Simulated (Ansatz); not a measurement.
# B2Pb2O: a trial structure relaxed

The task: take a trial cell of B2Pb2O to zero force and stress.

Method: DFT PBE, scalar-relativistic, plane waves, PAW, in Ansatz 0.2.0.

**1. The structure to begin with**

The structure is tetragonal, space group P4/mmm (No. 123). Conventional cell: a = 3.986 Å, b = 3.986 Å, c = 5.269 Å, α = 90.00°, β = 90.00°, γ = 90.00°. B (site symmetry mmm) has 4 Pb at 2.32 Å as nearest neighbours. Around Pb (site symmetry 4mm) lie 4 B at 2.32 Å and 2 Pb at 2.37 to 2.90 Å and 4 O at 3.17 Å. O (site symmetry 4/mmm) is surrounded by 8 Pb at 3.17 Å.

Coordinates:

```cif
data_structure
_symmetry_space_group_name_H-M 'P4/mmm'
_symmetry_Int_Tables_number 123
_cell_length_a 3.9857
_cell_length_b 3.9857
_cell_length_c 5.2693
_cell_angle_alpha 90.000
_cell_angle_beta 90.000
_cell_angle_gamma 90.000
_cell_volume 83.71
loop_
_atom_site_label
_atom_site_type_symbol
_atom_site_symmetry_multiplicity
_atom_site_Wyckoff_symbol
_atom_site_fract_x
_atom_site_fract_y
_atom_site_fract_z
_atom_site_occupancy
B1 B 2 e 0.50000 0.00000 0.50000 1
Pb1 Pb 2 h 0.50000 0.50000 0.72471 1
O1 O 1 a 0.00000 0.00000 0.00000 1
```

A structure generator made this guess: species swapped into a database cell of BaAs2Pd2 (P4/mmm, No. 123), with O on the Ba sites, Pb on the As sites and B on the Pd sites. The dimensions are guesses.

**2. The guess as it stands, on a coarse mesh**

Contents of input.yaml:

```yaml
crystal:
  lattice:
    - [3.98570133, 0.0, 0.0]
    - [0.0, 3.98570133, 0.0]
    - [0.0, 0.0, 5.26929329]
  atoms:
    - { symbol: B, position: [0.5, 0.0, 0.5] }
    - { symbol: B, position: [0.0, 0.5, 0.5] }
    - { symbol: Pb, position: [0.5, 0.5, 0.72470683] }
    - { symbol: Pb, position: [0.5, 0.5, 0.27529317] }
    - { symbol: O, position: [0.0, 0.0, 0.0] }
basis:
  ecutwfc: 420
kpoints:
  mp_grid: { grid: [4, 4, 4] }
hamiltonian:
  xc: pbe
scf:
  occupations: { method: gaussian, width: 0.1 }
  lower_state_search: "off"
output:
  forces: true
  stress: true
  eigenvalues: true
```

Started as:

```sh
ansatz run input.yaml --threads 1 --pin off --max-ram 2048MiB --backend cpu --events-out ev --progress --plain --runs-dir out
```

Further runs follow: a loose first relaxation; final relaxation.

What does the calculation give? Wanted: conventional cell; volume; energy over the elements; gap on the mesh.

**Answer**, as computed:

| quantity | value |
| --- | --- |
| symmetry at the end (tolerance 0.05 Å) | space group P4/mmm (No. 123) |
| conventional cell | a = 3.056 Å, b = 3.056 Å, c = 8.240 Å, α = 90.00°, β = 90.00°, γ = 90.00° |
| volume | 15.39 Å³/atom |
| energy over the elements (uncorrected; H, N, O, F and Cl as molecules) | +0.75 eV/atom |
| gap on the mesh | none (metal) |

**Reading.** The space group P4/mmm (No. 123) is kept, and the volume per atom shrinks by 8.1 % from the first guess. With a positive formation energy it can't be a ground state. No finished test with a distortion of lower symmetry is shown, so the end may be a saddle point. The runs treat Pb without spin-orbit coupling.
